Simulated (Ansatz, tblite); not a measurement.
# GeH2Me(OEt) (C3H10GeO): rung by rung

Aim: run the singlet of GeH2Me(OEt) (C3H10GeO) at one geometry on many levels, and compare frontier levels, spin and run time.

The runs use Ansatz 0.2.0, Gaussian basis; as each input shows.

Plan: GFN1-xTB, GFN2-xTB, PBE-D4/def2-TZVP, r2SCAN-D4/def2-TZVP, PBE-QIDH/def2-TZVP, BLYP-D4/def2-TZVP, ωB97M-V/def2-TZVP, PBE-D4/def2-SVP, PBE0-D4/def2-SVP, CCSD(T)/def2-SVP, MP2/def2-TZVP.

2 further runs of the same task are left out: 2 set aside as unsound or not needed.

### 1 The relaxed structure

The geometry is that of the singlet, from an earlier relaxation (PBE0-D4/def2-SVP).

15 atoms, charge 0, spin multiplicity 1.

Bond lengths: C1–Ge4 1.936 Å, C1–H8 1.100 Å, C1–H9 1.099 Å, C1–H10 1.099 Å, C2–C3 1.512 Å, C2–O5 1.403 Å, C2–H11 1.110 Å, C2–H12 1.110 Å, C3–H13 1.101 Å, C3–H14 1.100 Å, C3–H15 1.100 Å, Ge4–O5 1.786 Å, Ge4–H6 1.547 Å, Ge4–H7 1.547 Å. Angles: Ge4–C1–H8 110.7°, Ge4–C1–H9 109.8°, Ge4–C1–H10 109.9°, H8–C1–H9 108.9°, H8–C1–H10 108.9°, H9–C1–H10 108.7°, C3–C2–O5 109.2°, C3–C2–H11 109.6°, C3–C2–H12 109.6°, O5–C2–H11 111.0°, O5–C2–H12 111.0°, H11–C2–H12 106.3°, C2–C3–H13 111.0°, C2–C3–H14 110.3°, C2–C3–H15 110.3°, H13–C3–H14 108.6°, H13–C3–H15 108.6°, H14–C3–H15 108.0° and more.

PBE0-D4/def2-TZVP was run before; its log isn't repeated, and its numbers join the tables.

### 2 GFN1-xTB

Tight binding, by tblite at 300 K electronic temperature and without a spin-polarisation term:

```python
tblite.interface.Calculator('GFN1-xTB', numbers, positions, charge=0, uhf=0).singlepoint()
```

Energy -492.6683 eV, HOMO -12.05 eV, LUMO -5.50 eV; 0.007 s.

### 3 GFN2-xTB

Tight binding, by tblite at 300 K electronic temperature and without a spin-polarisation term:

```python
tblite.interface.Calculator('GFN2-xTB', numbers, positions, charge=0, uhf=0).singlepoint()
```

Energy -476.6689 eV, HOMO -11.00 eV, LUMO -2.88 eV; 0.004 s.

### 4 PBE-D4/def2-TZVP

start.molden holds the orbitals of an earlier run on this state, given as this run's starting guess.

Input file in.yaml:

```yaml
crystal:
  periodic: [false, false, false]
  atoms:
    - {symbol: C, position_ang: [-0.448328, 2.740706, -0.343646]}
    - {symbol: C, position_ang: [0.334701, -1.444648, 0.248993]}
    - {symbol: C, position_ang: [-0.523065, -2.539450, -0.343940]}
    - {symbol: Ge, position_ang: [0.608338, 1.308396, 0.417642]}
    - {symbol: O, position_ang: [-0.183986, -0.196617, -0.127729]}
    - {symbol: H, position_ang: [0.610163, 1.327019, 1.964484]}
    - {symbol: H, position_ang: [2.067546, 1.306583, -0.095942]}
    - {symbol: H, position_ang: [-0.040577, 3.720009, -0.053766]}
    - {symbol: H, position_ang: [-1.485744, 2.668318, 0.012189]}
    - {symbol: H, position_ang: [-0.445542, 2.665053, -1.440133]}
    - {symbol: H, position_ang: [1.382494, -1.561813, -0.098809]}
    - {symbol: H, position_ang: [0.360564, -1.548073, 1.354079]}
    - {symbol: H, position_ang: [-0.141404, -3.533998, -0.066389]}
    - {symbol: H, position_ang: [-1.559436, -2.449017, 0.014485]}
    - {symbol: H, position_ang: [-0.535713, -2.462488, -1.441497]}
basis:
  gaussian: {orbitals: def2-TZVP, initial_orbitals: start.molden}
hamiltonian: {xc: pbe, dispersion: d4}
scf: {omitted_lower_state_checks: [starts]}
output: {forces: true, orbitals: {seedname: orbitals}}
```

Started as:

```
$ ansatz run in.yaml --threads 4 --pin off --events-out ev --progress --plain --max-ram 4787MiB
```

The runs that follow: r2SCAN-D4/def2-TZVP; PBE-QIDH/def2-TZVP; BLYP-D4/def2-TZVP; ωB97M-V/def2-TZVP; PBE-D4/def2-SVP; PBE0-D4/def2-SVP; CCSD(T)/def2-SVP; MP2/def2-TZVP.

Before running them: what should the planned runs give, taken together? Wanted: gap in def2-TZVP, named functionals, smallest and largest; correlation energy, CCSD(T)/def2-SVP; correlation energy, MP2/def2-TZVP; binding an atom, CCSD(T)/def2-SVP; PBE0 total energy, smallest basis above largest.

The runs gave:

| quantity | value |
| --- | --- |
| gap in def2-TZVP, named functionals, smallest and largest | 5.87 eV (PBE-D4), 12.30 eV (ωB97M-V) |
| correlation energy, CCSD(T)/def2-SVP | -25.39 eV |
| correlation energy, MP2/def2-TZVP | -27.29 eV |
| binding an atom, CCSD(T)/def2-SVP | 3.593 eV |
| PBE0 total energy, smallest basis above largest | 13.11 eV (def2-SVP, def2-TZVP) |

**Reading.** Orbital gaps of the named functionals in def2-TZVP span 5.87 eV (PBE-D4) to 12.30 eV (ωB97M-V); exact exchange widens it. The functionals in def2-TZVP miss CCSD(T)/def2-SVP by +0.137 (BLYP-D4) to +0.206 eV (PBE-D4) an atom. The yardstick is in a double-zeta basis, so levels in larger sets aren't compared like for like. The reference is CCSD(T) in one finite basis, so it carries an error of its own, often a tenth of an eV or more, and near misses can't be ranked.
